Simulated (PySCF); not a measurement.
**LuH3(NH3): other functionals and bases at one geometry**

How far do other levels of theory move the description of LuH3(NH3), and what does each cost? The structure is generated, not taken from experiment.

Method: several levels, as the steps say, no spin–orbit coupling; program: PySCF 2.14.0.

1 further run of the same task is left out (for a known fault of the program).

## (1) The system as given

8 atoms, charge 0, spin multiplicity 1.

Bond lengths: Lu1–H2 1.986 Å, Lu1–H3 1.986 Å, Lu1–H4 1.986 Å, Lu1–N5 2.416 Å, N5–H6 1.023 Å, N5–H7 1.023 Å, N5–H8 1.023 Å. Angles: H2–Lu1–H3 118.6°, H2–Lu1–H4 118.6°, H2–Lu1–N5 96.8°, H3–Lu1–H4 118.6°, H3–Lu1–N5 96.8°, H4–Lu1–N5 96.8°, Lu1–N5–H6 112.2°, Lu1–N5–H7 112.2°, Lu1–N5–H8 112.2°, H6–N5–H7 106.6°, H6–N5–H8 106.6°, H7–N5–H8 106.6°.

Geometry (Å):

```xyz
8
charge 0, multiplicity 1
Lu    0.21248   -0.21248    0.21248
H     1.15272    1.26289    1.15272
H    -1.26289   -1.15272    1.15272
H     1.15272   -1.15272   -1.26289
N    -1.18266    1.18266   -1.18266
H    -1.79240    1.79240   -0.63261
H    -0.63261    1.79240   -1.79240
H    -1.79240    0.63261   -1.79240
```

Formal oxidation states: Lu +3. Each metal's 14 4f electrons lie in its core potential, so multiplicities, spins and levels count the valence alone. An earlier session relaxed this geometry at PBE0, Lu lcecp-1-SVP with ECP60, H def2-SVP, N def2-SVP (singlet, point group C3v).

At PBE0 on the finer grid: E = -98.189715 Eh, HOMO -6.36 eV, LUMO -0.31 eV, Mulliken charge on Lu1 +0.52 e, largest force component 0.002 eV/Å. 

Levels to run: BLYP; HF; PBE0, TZVP. Hardware: 2 threads of Intel Xeon at 2.50GHz (Skylake/Cascade Lake), shared host.

## (2) BLYP

The input, run.py (the lines that set the calculation):

```python
mol = gto.M(atom='''
Lu     0.21248    -0.21248     0.21248
H      1.15272     1.26289     1.15272
H     -1.26289    -1.15272     1.15272
H      1.15272    -1.15272    -1.26289
N     -1.18266     1.18266    -1.18266
H     -1.79240     1.79240    -0.63261
H     -0.63261     1.79240    -1.79240
H     -1.79240     0.63261    -1.79240''',
    basis={'Lu': 'lcecp-1-SVP', 'H': 'def2-SVP', 'N': 'def2-SVP'},
    ecp={'Lu': 'lcecp-1-SVP'},
    charge=0, spin=0)
mf = dft.RKS(mol, xc='BLYP')
mf.grids.atom_grid = (75, 302)  # f atoms: unpruned, at least (60, 302)
mf = mf.density_fit()  # fitting sets: Lu AutoAux, H def2-universal-JKFIT, N def2-universal-JKFIT
mf.conv_tol = 1e-08; mf.max_cycle = 55
mf.kernel(dm0)  # dm0: the density of the relaxed state
```

Run with:

```console
$ OMP_NUM_THREADS=2 python run.py
```

## (3) HF

run.py (the lines that set the calculation), as its differences from that of step 2:

```diff
@@ -12,4 +12,3 @@
     charge=0, spin=0)
-mf = dft.RKS(mol, xc='BLYP')
-mf.grids.atom_grid = (75, 302)  # f atoms: unpruned, at least (60, 302)
+mf = scf.RHF(mol)
 mf = mf.density_fit()  # fitting sets: Lu AutoAux, H def2-universal-JKFIT, N def2-universal-JKFIT
```

## (4) PBE0, TZVP

Basis: Lu lcecp-1-TZVP with ECP60, H def2-TZVP, N def2-TZVP. 

The input, run.py (the lines that set the calculation):

```python
mol = gto.M(atom='''
Lu     0.21248    -0.21248     0.21248
H      1.15272     1.26289     1.15272
H     -1.26289    -1.15272     1.15272
H      1.15272    -1.15272    -1.26289
N     -1.18266     1.18266    -1.18266
H     -1.79240     1.79240    -0.63261
H     -0.63261     1.79240    -1.79240
H     -1.79240     0.63261    -1.79240''',
    basis={'Lu': 'lcecp-1-TZVP', 'H': 'def2-TZVP', 'N': 'def2-TZVP'},
    ecp={'Lu': 'lcecp-1-TZVP'},
    charge=0, spin=0)
mf = dft.RKS(mol, xc='PBE0')
mf.grids.atom_grid = (75, 302)  # f atoms: unpruned, at least (60, 302)
mf = mf.density_fit()  # fitting sets: Lu AutoAux, H def2-universal-JKFIT, N def2-universal-JKFIT
mf.conv_tol = 1e-08; mf.max_cycle = 55
mf.kernel(dm0)  # dm0: free metal ions and neutral atoms
```

**Question.** What will these runs give? Wanted: for each run, HOMO; gap; charge on Lu1; dipole; largest force.

As calculated:

| level | state | HOMO (eV) | gap (eV) | charge on Lu1 (e) | dipole (D) | largest force (eV/Å) | basis functions | time |
| --- | --- | --- | --- | --- | --- | --- | --- | --- |
| PBE0 (relaxed here) | singlet | -6.36 | 6.06 | 0.52 | 5.60 | 0.00 | 77 | 29 s |
| BLYP | singlet | -5.05 | 3.94 | 0.30 | 5.60 | 0.26 | 77 | 13 s |
| HF | singlet | -9.40 | 11.43 | 0.95 | 5.69 | 0.57 | 77 | 3.7 s |
| PBE0, TZVP | singlet | -6.40 | 5.81 | 0.73 | 5.49 | 0.21 | 114 | 27 s |

Times are on 2 threads of Intel Xeon at 2.50GHz (Skylake/Cascade Lake), shared host; the first row also made further properties.

In one basis the HOMO–LUMO gap runs from 3.94 eV (BLYP) to 11.43 eV (HF). The largest leftover force, 0.57 eV/Å with HF, stands at a geometry relaxed at another level. The Mulliken charge on Lu spans +0.30 to +0.95 e over the levels. With 4f in the core, its levels are missing from HOMO and gap. Total energies of different levels can't be compared. Spin–orbit coupling is left out throughout.
